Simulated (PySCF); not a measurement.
# CH₅NO₂Si: electronic excitations and core binding energies

Aim: predict the electronic excitations and core binding energies of CH₅NO₂Si (`NC(=O)[SiH2]O`).

Programs: PySCF 2.14.0, with density-fitted response routines of our own. Each step states its level of theory. These are calculated values for one molecule in the gas phase, unless marked as measured. Atoms are numbered from 0 throughout.

### Step 1. Starting geometry

10 atoms, charge 0, multiplicity 1; geometry from: GFN2-xTB.

Bonds of the start (Å): N0–C1 1.35, C1–O2 1.22, C1–Si3 1.92, Si3–O4 1.62, N0–H5 1.01, N0–H6 1.00, Si3–H7 1.46, Si3–H8 1.46, O4–H9 0.96.

### Step 2. TDDFT and polarisability: B3LYP/def2-SVPD

The job: settings as JSON, then the geometry in Å.

```
{"job": {"kind": "uv", "xc": "B3LYP", "basis": "def2-SVPD", "nstates": 8, "ntriplets": 3}, "charge": 0, "multiplicity": 1}
N     -1.691418     0.232932     0.799388
C     -0.489173     0.578528     0.296059
O     -0.248560     1.727427    -0.044607
Si     0.888520    -0.744371     0.099335
O      2.142241     0.059319    -0.527219
H     -2.413170     0.931353     0.901666
H     -1.889567    -0.709526     1.078839
H      1.242766    -1.285043     1.409836
H      0.444505    -1.782527    -0.828254
H      2.022739     0.996563    -0.692517
```

Method: TDDFT B3LYP/def2-SVPD, vertical, gas phase, core orbitals frozen in the response.

The run is started by

```sh
$ OMP_NUM_THREADS=1 python probes_run.py task.json out
```

This one command runs all jobs of the session in turn.

What it wrote:

```text
coarse grid: 9048 points
cycle   1  E = -535.3175520148  dE =  7.427e-01  |g| = 1.066e+00  |ddm| = 4.054e+00
cycle   2  E = -534.1034054837  dE =  1.214e+00  |g| = 2.580e+00  |ddm| = 3.308e+00
cycle   3  E = -535.5126422429  dE = -1.409e+00  |g| = 3.922e-01  |ddm| = 2.774e+00
cycle   4  E = -535.5381655324  dE = -2.552e-02  |g| = 1.887e-01  |ddm| = 4.661e-01
cycle   5  E = -535.5448521744  dE = -6.687e-03  |g| = 2.318e-02  |ddm| = 1.839e-01
cycle   6  E = -535.5449863715  dE = -1.342e-04  |g| = 7.248e-03  |ddm| = 3.691e-02
cycle   7  E = -535.5449971595  dE = -1.079e-05  |g| = 2.580e-03  |ddm| = 8.676e-03
cycle   8  E = -535.5449985242  dE = -1.365e-06  |g| = 5.956e-04  |ddm| = 2.931e-03
final grid: 83408 points
cycle   9  E = -535.6271246220  dE = -2.053e-05  |g| = 4.432e-03  |ddm| = 4.938e-02
cycle  10  E = -535.6271113267  dE =  1.330e-05  |g| = 9.271e-03  |ddm| = 1.143e-02
cycle  11  E = -535.6271285052  dE = -1.718e-05  |g| = 1.114e-03  |ddm| = 7.758e-03
cycle  12  E = -535.6271287604  dE = -2.552e-07  |g| = 1.600e-04  |ddm| = 1.175e-03
cycle  13  E = -535.6271287653  dE = -4.847e-09  |g| = 8.290e-05  |ddm| = 2.744e-04
cycle  14  E = -535.6271287668  dE = -1.550e-09  |g| = 1.934e-05  |ddm| = 1.058e-04
cycle  15  E = -535.6271287669  dE = -8.674e-11  |g| = 5.261e-06  |ddm| = 2.871e-05
converged SCF energy = -535.6271287669

Static polarisability (au): isotropic 55.347, principal 43.451 59.372 63.217

Singlet excitations
state   eV       nm        f      main configurations
  1   4.8897    253.6   0.00255   H->L 0.98
  2   5.9324    209.0   0.00952   H->L+1 0.91
  3   6.4227    193.0   0.03865   H->L+2 0.97
  4   6.7132    184.7   0.00540   H-1->L+1 0.98
  5   6.9797    177.6   0.02587   H-1->L 0.49, H-2->L 0.39
  6   7.2019    172.2   0.10489   H-2->L 0.38, H-1->L 0.27, H->L+3 0.18
  7   7.2194    171.7   0.00503   H-2->L+1 0.77, H-1->L+2 0.17
  8   7.2473    171.1   0.13116   H->L+3 0.74, H-2->L 0.15, H->L+4 0.08

Triplet excitations (Tamm-Dancoff, eV): 4.2767 5.0781 5.6159
```

Wall time 26 s (1 thread of Arm Neoverse N1, shared host); peak memory 0.57 GiB.

The orbitals next to the gap, with their largest atomic shares:

| orbital | eV | atoms |
| --- | --- | --- |
| HOMO−3 | -9.92 | O4 61 %, O2 12 %, C1 10 % |
| HOMO−2 | -8.68 | O4 48 %, Si3 20 %, H8 12 % |
| HOMO−1 | -8.08 | N0 45 %, O2 33 %, C1 10 % |
| HOMO | -7.15 | O2 59 %, C1 16 %, Si3 11 % |
| LUMO | -0.65 | C1 36 %, O2 26 %, N0 15 % |
| LUMO+1 | -0.32 | Si3 27 %, H6 16 %, H8 10 % |
| LUMO+2 | 0.18 | Si3 36 %, C1 12 %, H6 11 % |

With each of the 8 states as a Gaussian band of 0.4 eV half-width at 1/e, the curve within the window shown has maxima at 172 nm (ε 11,000) L/(mol cm). Beyond the last state computed it falls off for lack of states. The curve at chosen wavelengths:

(nm, ε (L/mol/cm)): (164, 5288), (169, 9704), (174, 10087), (179, 6867), (184, 3880), (189, 2532), (194, 1995), (199, 1540), (204, 1085), (209, 723), (214, 464), (219, 280), (224, 157), (228, 100), (233, 70), (238, 70), (243, 84), (248, 98), (253, 104), (258, 98), (263, 84), (268, 66), (273, 47), (278, 32), (283, 20), (288, 12)

Further results of this job:

| property | computed |
| --- | --- |
| dipole moment (D) | 3.62 |
| polarisability (Å³) | 8.20 |
| HOMO–LUMO gap (eV) | 6.50 |
| −ε(HOMO) (eV) | 7.15 |

### Step 3. X-ray photoelectron lines: SCAN, X2C

The job, as its differences from that of step 2:

```diff
@@ -1,2 +1,2 @@
-{"job": {"kind": "uv", "xc": "B3LYP", "basis": "def2-SVPD", "nstates": 8, "ntriplets": 3}, "charge": 0, "multiplicity": 1}
+{"job": {"kind": "xps"}, "charge": 0, "multiplicity": 1}
 N     -1.691418     0.232932     0.799388
```

Level: delta-SCF UKS SCAN, pcX-2 on the ionised atom, pcseg-1 elsewhere, spin-free X2C.

What it wrote:

```text
ground state, core basis on atom 0 (N), 130 functions
  cycle   1  E = -536.22287256  |g| = 9.90e-01
  cycle   2  E = -534.81676055  |g| = 2.65e+00
  cycle   3  E = -536.36556646  |g| = 5.03e-01
  cycle   4  E = -536.41169206  |g| = 1.96e-01
  cycle   5  E = -536.41904066  |g| = 3.48e-02
  cycle   6  E = -536.41934863  |g| = 1.09e-02
  cycle   7  E = -536.41937732  |g| = 3.86e-03
  cycle   8  E = -536.41937968  |g| = 1.13e-03
  cycle   9  E = -536.41937920  |g| = 4.16e-04
  E(ground) = -536.46223806 Eh
hole in N 1s of atom 0
  cycle   1  E = -520.79524041  |g| = 1.86e+00
  cycle   2  E = -517.48672300  |g| = 2.85e+00
  cycle   3  E = -520.90357126  |g| = 1.15e+00
  cycle   4  E = -521.37635712  |g| = 5.30e-01
  cycle   5  E = -521.43552201  |g| = 3.65e-01
  cycle   6  E = -521.48347425  |g| = 1.13e-01
  cycle   7  E = -521.48836204  |g| = 1.51e-02
  cycle   8  E = -521.48846333  |g| = 4.22e-03
  cycle   9  E = -521.48847171  |g| = 1.69e-03
  cycle  10  E = -521.48847263  |g| = 6.66e-04
  cycle  11  E = -521.48847409  |g| = 2.00e-04
  E(ion) = -521.52947512 Eh   <S^2> = 0.7641   hole on atom = 1.000   binding energy = 406.341 eV
ground state, core basis on atom 1 (C), 130 functions
  cycle   1  E = -536.41205721  |g| = 5.79e-02
  cycle   2  E = -536.41203642  |g| = 1.98e-02
  cycle   3  E = -536.41199306  |g| = 2.39e-02
  cycle   4  E = -536.41211356  |g| = 5.65e-03
  cycle   5  E = -536.41212104  |g| = 1.72e-03
  cycle   6  E = -536.41212025  |g| = 3.18e-04
  E(ground) = -536.45684571 Eh
hole in C 1s of atom 1
  cycle   1  E = -525.07215982  |g| = 1.51e+00
  cycle   2  E = -522.44958537  |g| = 2.51e+00
  cycle   3  E = -525.24886606  |g| = 9.24e-01
  cycle   4  E = -525.54846797  |g| = 4.46e-01
  cycle   5  E = -525.49508718  |g| = 5.47e-01
  cycle   6  E = -525.61792990  |g| = 1.41e-01
  cycle   7  E = -525.62693636  |g| = 2.43e-02
  cycle   8  E = -525.62716838  |g| = 1.32e-02
  cycle   9  E = -525.62725268  |g| = 3.07e-03
  cycle  10  E = -525.62726029  |g| = 1.33e-03
  cycle  11  E = -525.62726368  |g| = 5.44e-04
  cycle  12  E = -525.62726355  |g| = 2.03e-04
  E(ion) = -525.67079617 Eh   <S^2> = 0.7788   hole on atom = 1.000   binding energy = 293.503 eV
ground state, core basis on atom 2 (O), 130 functions
  cycle   1  E = -536.43416015  |g| = 9.92e-02
  cycle   2  E = -536.43190600  |g| = 1.14e-01
  cycle   3  E = -536.43307472  |g| = 8.46e-02
  cycle   4  E = -536.43447896  |g| = 3.96e-03
  cycle   5  E = -536.43448408  |g| = 8.00e-04
  cycle   6  E = -536.43448578  |g| = 3.44e-04
  E(ground) = -536.47686576 Eh
hole in O 1s of atom 2
  cycle   1  E = -515.85218356  |g| = 2.23e+00
  cycle   2  E = -515.23447230  |g| = 2.29e+00
  cycle   3  E = -516.51568485  |g| = 6.42e-01
  cycle   4  E = -516.52574300  |g| = 5.75e-01
  cycle   5  E = -516.68663785  |g| = 7.51e-02
  cycle   6  E = -516.68894064  |g| = 3.15e-02
  cycle   7  E = -516.68937143  |g| = 6.62e-03
  cycle   8  E = -516.68939699  |g| = 3.04e-03
  cycle   9  E = -516.68940505  |g| = 1.87e-03
  cycle  10  E = -516.68940727  |g| = 8.96e-04
  cycle  11  E = -516.68940883  |g| = 4.25e-04
  E(ion) = -516.73345268 Eh   <S^2> = 0.7657   hole on atom = 1.000   binding energy = 537.246 eV
ground state, core basis on atom 3 (Si), 141 functions
  cycle   1  E = -536.50851744  |g| = 2.95e-01
  cycle   2  E = -536.50329303  |g| = 1.79e-01
  cycle   3  E = -536.49163533  |g| = 2.95e-01
  cycle   4  E = -536.50955290  |g| = 2.10e-02
  cycle   5  E = -536.50962235  |g| = 6.16e-03
  cycle   6  E = -536.50962835  |g| = 1.29e-03
  cycle   7  E = -536.50962776  |g| = 4.26e-04
  E(ground) = -536.51256588 Eh
hole in Si 1s of atom 3
  cycle   1  E = -467.56747345  |g| = 4.35e+00
  cycle   2  E = -467.27666715  |g| = 2.35e+00
  cycle   3  E = -467.69416800  |g| = 1.39e+00
  cycle   4  E = -468.45259563  |g| = 6.36e-01
  cycle   5  E = -468.55535894  |g| = 3.55e-01
  cycle   6  E = -468.60897454  |g| = 1.18e-01
  cycle   7  E = -468.61435517  |g| = 3.45e-02
  cycle   8  E = -468.61483321  |g| = 1.35e-02
  cycle   9  E = -468.61491567  |g| = 3.45e-03
  cycle  10  E = -468.61491998  |g| = 1.52e-03
  cycle  11  E = -468.61492204  |g| = 2.67e-04
  E(ion) = -468.62595242 Eh   <S^2> = 0.7523   hole on atom = 1.000   binding energy = 1847.289 eV
hole in Si 2p of atom 3
  cycle   1  E = -532.22667073  |g| = 1.24e+00
  cycle   2  E = -531.79358341  |g| = 1.38e+00
  cycle   3  E = -532.26649061  |g| = 7.89e-01
  cycle   4  E = -532.51916444  |g| = 2.21e-01
  cycle   5  E = -532.53095247  |g| = 1.41e-01
  cycle   6  E = -532.53977838  |g| = 3.85e-02
  cycle   7  E = -532.54044190  |g| = 1.16e-02
  cycle   8  E = -532.54049442  |g| = 4.17e-03
  cycle   9  E = -532.54050203  |g| = 1.61e-03
  cycle  10  E = -532.54050334  |g| = 3.72e-04
  E(ion) = -532.55489485 Eh   <S^2> = 0.7522   hole on atom = 1.002   binding energy = 107.694 eV
  2p3/2 = 107.452 eV   2p1/2 = 108.076 eV
ground state, core basis on atom 4 (O), 130 functions
  cycle   1  E = -536.43966064  |g| = 9.99e-02
  cycle   2  E = -536.43914380  |g| = 6.94e-02
  cycle   3  E = -536.43946482  |g| = 5.65e-02
  cycle   4  E = -536.43998852  |g| = 8.81e-03
  cycle   5  E = -536.44000283  |g| = 4.45e-03
  cycle   6  E = -536.44000733  |g| = 3.18e-04
  E(ground) = -536.48170701 Eh
hole in O 1s of atom 4
  cycle   1  E = -515.84067215  |g| = 2.22e+00
  cycle   2  E = -514.68775584  |g| = 2.44e+00
  cycle   3  E = -516.33317879  |g| = 8.63e-01
  cycle   4  E = -516.33484602  |g| = 8.49e-01
  cycle   5  E = -516.61741755  |g| = 2.45e-01
  cycle   6  E = -516.64298198  |g| = 7.40e-02
  cycle   7  E = -516.64552722  |g| = 1.85e-02
  cycle   8  E = -516.64564363  |g| = 1.01e-02
  cycle   9  E = -516.64569435  |g| = 1.24e-03
  cycle  10  E = -516.64569365  |g| = 4.38e-04
  E(ion) = -516.68867828 Eh   <S^2> = 0.7608   hole on atom = 1.000   binding energy = 538.596 eV
```

Wall time 62 s (1 thread of Arm Neoverse N1, shared host); peak memory 0.4 GiB.

The holes in one table. −ε is the ground-state orbital energy:

| hole | stands for | environment | ΔSCF (eV; 2p as the shell's mean) | −ε (eV) | ⟨S²⟩ |
| --- | --- | --- | --- | --- | --- |
| N1s on N0 | N0 | amide-type nitrogen | 406.34 | 387.0 | 0.764 |
| C1s on C1 | C1 | carbonyl carbon | 293.50 | 276.2 | 0.779 |
| O1s on O2 | O2 | amide-type carbonyl oxygen | 537.25 | 516.0 | 0.766 |
| Si1s on Si3 | Si3 | silicon bonded to C, O, 2 H | 1847.29 | 1793.8 | 0.752 |
| Si2p on Si3 | Si3 | silicon bonded to C, O, 2 H | 107.66 | 96.6 | 0.752 |
| O1s on O4 | O4 | oxygen bonded to Si, H | 538.60 | 516.5 | 0.761 |

With the spin-orbit splitting: Si3 2p3/2 107.45, 2p1/2 108.08 eV. The table gives each 2p level as the mean over the whole 2p shell (two parts 2p3/2, one part 2p1/2), which differs a little from the single hole in the log.

### Step 4. Outcome

| quantity | value |
| --- | --- |
| lowest singlet (B3LYP/def2-SVPD) | 4.89 eV (254 nm), f = 0.003 |
| brightest single state of those computed | state 8, 7.25 eV, f = 0.131 |
| lowest triplet | 4.28 eV |
| O1s binding energies, SCAN/pcX-2 | O4 538.60, O2 537.25 eV |
| N1s binding energies, SCAN/pcX-2 | N0 406.34 eV |
| C1s binding energies, SCAN/pcX-2 | C1 293.50 eV |
| Si1s binding energies, SCAN/pcX-2 | Si3 1847.29 eV |
| Si2p binding energies, SCAN/pcX-2 | Si3 107.66 eV |

**Reading.** The lowest singlet, at 4.89 eV, is HOMO→LUMO 0.98 and is weak; of the 8 states computed, the strongest absorption comes from states 6 to 8 together at 7.25 eV (the last computed, so partners may be missing). The lowest triplet lies 0.61 eV below the lowest singlet (triplets in Tamm-Dancoff, singlets in full TDDFT). States above −ε(HOMO) lie where TDDFT describes them poorly and they hang on the basis; the brightest is among them. O4 (oxygen bonded to Si, H) binds its O1s electron 1.35 eV more tightly than O2 (amide-type carbonyl oxygen).
